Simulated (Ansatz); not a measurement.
# Au (Gold): a phonon run

Wanted: a converged phonon run for Au (Gold), and a check of what comes out.

The COD entry's cell or inner coordinates are ideal or old and differ from later refinements, so a difference from it is no clean test against experiment.

Method: DFT, r2SCAN, all-electron LAPW, scalar-relativistic; harmonic phonons by finite displacements (as first typed), in Ansatz 0.2.0.

1 further run of the same task is left out (it didn't finish).

## Step 1: Starting point

Symmetry: Fm-3m, No. 225, cubic system. Conventional cell: a = 4.152 Å, b = 4.152 Å, c = 4.152 Å, α = 90.00°, β = 90.00°, γ = 90.00°. Around Au (site symmetry m-3m) lie 12 Au at 2.94 Å.

As a file:

```xyz
1
Lattice="0.0000 2.0759 2.0759 2.0759 0.0000 2.0759 2.0759 2.0759 0.0000" Properties=species:S:1:pos:R:3 pbc="T T T"
Au    0.0000    0.0000    0.0000
```

## Step 2: The calculation

Input file input.yaml:

```yaml
crystal:
  lattice:
    - [0.0, 2.075857934, 2.075857934]
    - [2.075857934, 0.0, 2.075857934]
    - [2.075857934, 2.075857934, 0.0]
  atoms:
    - { symbol: Au, position: [0.0, 0.0, 0.0] }
kpoints:
  mp_grid: { grid: [24, 24, 24] }
scf:
  occupations: { method: fermi_dirac, width: 0.1 }
hamiltonian:
  xc: r2scan
  pseudopotentials: { kind: all_electron, lapw: { basis_error: 0.001 } }
phonons:
  qmesh: [4, 4, 4]
  qpath:
    path:
      - [0.0, 0.0, 0.0]
      - [0.5, 0.0, 0.5]
      - [0.625, 0.25, 0.625]
      - [0.375, 0.375, 0.75]
      - [0.0, 0.0, 0.0]
      - [0.5, 0.5, 0.5]
      - [0.5, 0.25, 0.75]
      - [0.5, 0.0, 0.5]
    npoints: 6
  temperatures: { t_min: 0, t_max: 1000, t_step: 100 }
```

Command:

```sh
$ ansatz run input.yaml --threads 2 --pin off --max-ram 10240MiB --backend cpu --events-out ev --progress --plain --runs-dir out
```

What happens when this is run?

The program refused the input before any cycle. The line that matters: «memory limit exceeded: the `scf loop` phase needs 10.16 GiB against the run's memory maximum of 10.00 GiB; largest carriers: full-potential states 5.67 GiB, wavefunctions 2.23 GiB, full-potential basis 1.60 GiB ...»

The job doesn't fit into the memory allowed. It asks for 10.16 GiB, and 10.00 GiB are there.

What to do: delete hamiltonian.pseudopotentials.lapw.basis_error (the default then holds).
